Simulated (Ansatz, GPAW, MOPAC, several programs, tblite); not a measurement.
# PbSeO (a single layer): cheap methods against density-functional theory

Aim: run PbSeO as a single layer in vacuum through methods of unlike cost and see what each gets, and at what price.

Program: MOPAC, tblite, GPAW, Ansatz (versions at each run). Level of theory: no spin polarisation, static lattice; gaps from single points on the cell relaxed beforehand with r²SCAN. These are calculated values, not measurements.

## Step 1: The structure to begin with

The structure is trigonal, space group P3m1 (No. 156). Conventional cell: a = 3.667 Å, b = 3.667 Å, c = 29.554 Å, α = 90.00°, β = 90.00°, γ = 120.00°. Pb (site symmetry 3m) is surrounded by 3 O at 2.30 Å and 3 Se at 2.76 Å. O (site symmetry 3m) is surrounded by 3 Pb at 2.30 Å. Se (site symmetry 3m) is surrounded by 3 Pb at 2.76 Å.

As a file:

```cif
data_structure
_symmetry_space_group_name_H-M 'P 1'
_symmetry_Int_Tables_number 1
_cell_length_a 3.6666
_cell_length_b 3.6666
_cell_length_c 29.5544
_cell_angle_alpha 90.000
_cell_angle_beta 90.000
_cell_angle_gamma 120.000
_cell_volume 344.09
loop_
_atom_site_label
_atom_site_type_symbol
_atom_site_fract_x
_atom_site_fract_y
_atom_site_fract_z
_atom_site_occupancy
Pb1 Pb 0.00000 0.00000 0.31427 1
O1 O 0.33333 0.66667 0.34483 1
Se1 Se 0.66667 0.33333 0.25447 1
```

The cell holds a single layer (1T monolayer (Janus)) with vacuum along c; the form is built, and need not be the compound's stable one.

**Question.** The methods are PM6, PM7, GFN1-xTB (tblite), GFN2-xTB (tblite), PBE/single-zeta, coarse PBE, PBE, r2SCAN. What gap does r2SCAN give on this cell, and which other methods (full PBE left aside) come nearest to r2SCAN and farthest in gap?

```
                                      quantity                                                                               value
                                        r2SCAN                                                                              no gap
gap: nearest and farthest of the other methods  GFN2-xTB (tblite), PBE/single-zeta, coarse PBE (about 0.00 eV off); PM7 (+4.39 eV)
```

For the gap (full PBE left aside), GFN2-xTB (tblite), PBE/single-zeta, coarse PBE tie for nearest to r2SCAN; PM7 is farthest. A minimal basis or a coarse cutoff and mesh shifts results by its own error, so closeness to r2SCAN can be chance. Cluster runs see only the k-points that fold onto the zone centre, so their gaps can miss the band edges. Overlaps count as a gap of zero in the misses; they are PBE/single-zeta -0.10, coarse PBE -0.10, PBE -0.10, r2SCAN -0.08 eV. CPU times run from 0.29 s (PM7) to 48 s (r2SCAN). PM6, PM7, GFN1-xTB (tblite) disagree with r2SCAN even on whether there is a gap. Semilocal functionals can close a small real gap, so r2SCAN's «no gap» may be its own error. r2SCAN is a yardstick, not the truth. Spin-orbit coupling is left out throughout.
